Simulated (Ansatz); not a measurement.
**AlH₅OSSi: one species, many methods**

One table from this session's results is given with a row withheld; the runs are named, their logs left out.

Program: Ansatz 0.2.0, Gaussian basis. Level of theory: functionals in def2-TZVPP, the program's frozen cores in correlated methods. These are calculated values, not measurements.

Levels to be run: LDA (SPW92), PBE-D4, revPBE-D4, BLYP-D4, r2SCAN-D4, B97M-V, PBE0-D4, B3LYP-D4, r2SCANh-D4, r2SCAN0-D4, HSE06-D4, BHLYP-D4, CAM-B3LYP-D4, LC-ωPBE, ωB97X-V, ωB97M-V, B2PLYP, PBE-QIDH; CCSD(T)/def2-SVP; CCSD(T)/def2-TZVPP; MP2/def2-QZVPP; extrapolation to the limit; RPA on PBE.

## The geometry

The geometry comes from an earlier relaxation with PBE0-D4 in a triple-zeta def2 set; it is a stationary point, not always the lowest conformer.

9 atoms, charge 0, spin multiplicity 1.

Atoms are counted from 1 here; the program's logs count them from 0.

Bond lengths: Al1–O2 1.691 Å, Al1–H5 1.577 Å, Al1–H6 1.579 Å, O2–Si3 1.620 Å, Si3–S4 2.137 Å, Si3–H7 1.483 Å, Si3–H8 1.482 Å, S4–H9 1.344 Å. Angles: O2–Al1–H5 117.1°, O2–Al1–H6 118.4°, H5–Al1–H6 124.5°, Al1–O2–Si3 155.4°, O2–Si3–S4 113.0°, O2–Si3–H7 108.9°, O2–Si3–H8 110.4°, S4–Si3–H7 109.5°, S4–Si3–H8 103.9°, H7–Si3–H8 111.2°, Si3–S4–H9 94.6°.

The first run:

in.yaml reads:

```yaml
crystal:
  periodic: [false, false, false]
  atoms:
    - {symbol: Al, position_ang: [-0.479457, 1.427332, -1.363964]}
    - {symbol: O, position_ang: [0.297179, 0.052807, -0.759031]}
    - {symbol: Si, position_ang: [0.624840, -1.090175, 0.340849]}
    - {symbol: S, position_ang: [-0.839350, -1.196348, 1.894461]}
    - {symbol: H, position_ang: [-0.559889, 1.575878, -2.932245]}
    - {symbol: H, position_ang: [-1.037786, 2.487471, -0.335063]}
    - {symbol: H, position_ang: [1.955926, -0.816686, 0.934560]}
    - {symbol: H, position_ang: [0.581505, -2.434421, -0.281460]}
    - {symbol: H, position_ang: [-0.454467, -0.052158, 2.484793]}
basis:
  gaussian: {orbitals: def2-TZVPP}
hamiltonian: {xc: lda}
output: {orbitals: {seedname: orbitals}}
```

Command:

```bash
$ ansatz run in.yaml --threads 2 --pin off --events-out ev --progress --plain --max-ram 4352MiB
```

Steps of the session up to this table: LDA; PBE-D4 (GGA); revPBE-D4 (GGA); BLYP-D4 (GGA); r2SCAN-D4 (meta-GGA); B97M-V (meta-GGA); B3LYP-D4 (hybrid); r2SCANh-D4 (hybrid); r2SCAN0-D4 (hybrid); HSE06-D4 (hybrid); BHLYP-D4 (hybrid); CAM-B3LYP-D4 (range-separated); LC-ωPBE (range-separated); ωB97X-V (range-separated); ωB97M-V (range-separated); B2PLYP (double hybrid); PBE-QIDH (double hybrid).

One table of the session follows, with a row left open; its other results are not shown here.

It belongs to the step «Frontier levels by functional». 

```
  functional  HOMO (eV)  gap (eV)
 LDA (SPW92)      -6.50      4.23
      PBE-D4      -6.37      4.34
   revPBE-D4      -6.32      4.39
     BLYP-D4      -6.19      4.26
   r2SCAN-D4      -6.65      4.99
      B97M-V      -6.78      4.82
     PBE0-D4      -7.59      6.34
    B3LYP-D4      -7.33      5.85
  r2SCANh-D4      -7.11      5.70
  r2SCAN0-D4      -7.78      6.75
    HSE06-D4      -7.19      5.57
    BHLYP-D4      -8.66      8.15
CAM-B3LYP-D4      -8.91      8.56
     LC-ωPBE          ?         ?
     ωB97X-V      -9.97     10.60
     ωB97M-V      -9.81     10.13
```

Q: Estimate the row for LC-ωPBE from the others.

**Answer.** HOMO (eV): -10.35; gap (eV): 11.11. In the column «HOMO (eV)» it is the lowest.
